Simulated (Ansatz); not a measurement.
Turn this script for the Ansatz DFT code, driven from Python into the input file that the command-line program reads.

Script `c2h9bn2s.py`:
```python
import ansatz as az
from ase import Atoms
import numpy as np


def main() -> None:
    atoms = Atoms(["C", "C", "S", "B", "N", "N", "H", "H", "H", "H", "H", "H", "H", "H", "H"], positions=[
        (2.4788, -0.5381, 0.1846),
        (1.0436, -0.2252, -0.2104),
        (0.0156, -0.039, 1.2844),
        (-1.5756, 0.3005, 0.3196),
        (-2.4726, -0.8508, -0.1132),
        (-1.9699, 1.731, -0.0149),
        (2.5184, -1.4851, 0.7636),
        (3.1009, -0.6507, -0.7283),
        (2.8944, 0.287, 0.8011),
        (0.6502, -1.0547, -0.8369),
        (1.0263, 0.7169, -0.7995),
        (-2.0157, -1.7421, 0.1834),
        (-2.4845, -0.8498, -1.1576),
        (-1.1849, 2.1468, -0.5642),
        (-2.0249, 2.2532, 0.8881),
    ])
    c2h9bn2s = az.Crystal.molecule_from_ase(atoms)

    base = c2h9bn2s.calculation()
    base = base.basis(gaussian="STO-3G")
    base = base.functional("PBE", dispersion="d3bj")
    base = base.forces()
    result = base.run(threads=1, pin="off")
    r = result.report

    print("reference energy %16.6f eV" % r["reference_energy_ev"])
    print("total energy     %16.6f eV" % r["free_energy_ev"])
    print("occupied (up, down):", r["n_occupied"], " virtual:", r["n_virtual"], " frozen:", r["n_frozen"])

    symbols = [site.symbol for site in c2h9bn2s.cartesian_sites]
    forces = np.array(r["forces_ev_ang"])
    print("largest force", round(float(np.linalg.norm(forces, axis=1).max()), 4), "eV/A, rms", round(float(np.sqrt((forces ** 2).mean())), 4))

    charges = r["charge_distribution"]
    print("dipole moment", round(4.803205 * float(np.linalg.norm(charges["dipole_moment_e_ang"])), 3), "D")
    print("Mulliken:", [(s, round(q, 3)) for s, q in zip(symbols, charges["mulliken_charges_e"])])


if __name__ == "__main__":
    main()
```

```console
$ python c2h9bn2s.py
reference energy    -16506.999385 eV
total energy        -16507.342351 eV
occupied (up, down): [28, 28]  virtual: [15, 15]  frozen: 0
largest force 3.4835 eV/A, rms 0.7713
dipole moment 2.071 D
Mulliken: [('C', -0.229), ('C', -0.218), ('S', 0.005), ('B', 0.244), ('N', -0.41), ('N', -0.468), ('H', 0.081), ('H', 0.079), ('H', 0.082), ('H', 0.07), ('H', 0.072), ('H', 0.178), ('H', 0.191), ('H', 0.157), ('H', 0.165)]
```

`input.yaml`:
```yaml
crystal:
  periodic: [false, false, false]
  atoms:
    - { symbol: C, position_ang: [2.4788, -0.5381, 0.1846] }
    - { symbol: C, position_ang: [1.0436, -0.2252, -0.2104] }
    - { symbol: S, position_ang: [0.0156, -0.039, 1.2844] }
    - { symbol: B, position_ang: [-1.5756, 0.3005, 0.3196] }
    - { symbol: "N", position_ang: [-2.4726, -0.8508, -0.1132] }
    - { symbol: "N", position_ang: [-1.9699, 1.731, -0.0149] }
    - { symbol: H, position_ang: [2.5184, -1.4851, 0.7636] }
    - { symbol: H, position_ang: [3.1009, -0.6507, -0.7283] }
    - { symbol: H, position_ang: [2.8944, 0.287, 0.8011] }
    - { symbol: H, position_ang: [0.6502, -1.0547, -0.8369] }
    - { symbol: H, position_ang: [1.0263, 0.7169, -0.7995] }
    - { symbol: H, position_ang: [-2.0157, -1.7421, 0.1834] }
    - { symbol: H, position_ang: [-2.4845, -0.8498, -1.1576] }
    - { symbol: H, position_ang: [-1.1849, 2.1468, -0.5642] }
    - { symbol: H, position_ang: [-2.0249, 2.2532, 0.8881] }
basis:
  gaussian: { orbitals: STO-3G }
hamiltonian:
  xc: pbe
  dispersion: d3bj
output:
  forces: true
```

On the command line:
```console
$ ansatz run input.yaml --threads 1 --pin off --max-ram 4096MiB --backend cpu --events-out ev --progress --plain --runs-dir out
Engine: ansatz 0.2.0, aarch64-unknown-linux-gnu
Functional definition: PBE
  parameter kappa = 0.804
  parameter beta = 0.06672455060314922
  exchange = pbe_x(kappa = kappa, mu = beta*pi^2/3)
  correlation = pbe_c(beta = beta)
576 factors; integrals over basis functions are off by at most 7.8e-5 eV
mean field evaluation 1: about -16505.1757 eV, gradient 2.5e1 eV
mean field evaluation 2: about -16493.4461 eV, gradient 6.9e1 eV
mean field evaluation 4: about -16507.1360 eV, gradient 2.5e0 eV
mean field evaluation 8: about -16506.9993 eV, gradient 7.0e-2 eV
mean field evaluation 16: about -16506.9994 eV, gradient 1.4e-5 eV
mean field -16506.99935611 eV, -606.6210374909 hartree, gradient 1.4e-5 eV, S^2 0.000000; 0 other end points of the search recorded, 0 dependent functions left out
the calculation of the forces begins
reference -16506.99938497 eV, -606.6210385516 hartree; 28, 28 occupied and 15, 15 virtual orbitals, 576 factors
Total energy: -16507.34235082 eV, -606.6336423142 hartree
Atom 0 at     2.478800    -0.538100     0.184600 Å, force     0.963789    -0.204880     0.200559 eV/Å
Atom 1 at     1.043600    -0.225200    -0.210400 Å, force    -0.936057     0.062730    -0.413096 eV/Å
Atom 2 at     0.015600    -0.039000     1.284400 Å, force    -1.018810    -0.031100     0.701229 eV/Å
Atom 3 at    -1.575600     0.300500     0.319600 Å, force    -0.681515    -0.619786    -0.065261 eV/Å
Atom 4 at    -2.472600    -0.850800    -0.113200 Å, force     2.195385     2.483402     1.071412 eV/Å
Atom 5 at    -1.969900     1.731000    -0.014900 Å, force    -1.137516    -2.054036    -0.816489 eV/Å
Atom 6 at     2.518400    -1.485100     0.763600 Å, force     0.135897     0.195189    -0.050382 eV/Å
Atom 7 at     3.100900    -0.650700    -0.728300 Å, force     0.036400    -0.008403     0.180160 eV/Å
Atom 8 at     2.894400     0.287000     0.801100 Å, force     0.042810    -0.230133    -0.058075 eV/Å
Atom 9 at     0.650200    -1.054700    -0.836900 Å, force     0.067731     0.131183    -0.260765 eV/Å
Atom 10 at     1.026300     0.716900    -0.799500 Å, force    -0.000740    -0.112060    -0.248137 eV/Å
Atom 11 at    -2.015700    -1.742100     0.183400 Å, force     0.254202    -0.811682    -0.050669 eV/Å
Atom 12 at    -2.484500    -0.849800    -1.157600 Å, force    -0.943615    -0.052391    -0.695800 eV/Å
Atom 13 at    -1.184900     2.146800    -0.564200 Å, force     0.639466     0.664994     0.004968 eV/Å
Atom 14 at    -2.024900     2.253200     0.888100 Å, force     0.382572     0.586972     0.500347 eV/Å
Dipole moment:     0.315766    -0.157465    -0.247929 e Å
```

Reading the output:
- The settings weren't tested for convergence.
- The geometry is a force-field or estimated start, not a minimum of this method, and the basis set is short of its limit.
- Total less reference energy is the dispersion correction.
- Wall time of the script: 2.7 s on 1 thread of Arm Neoverse V2, with other jobs on the host, peak memory 0.17 GiB.

(Lines on the test bed's own set-up are left out of the output.)
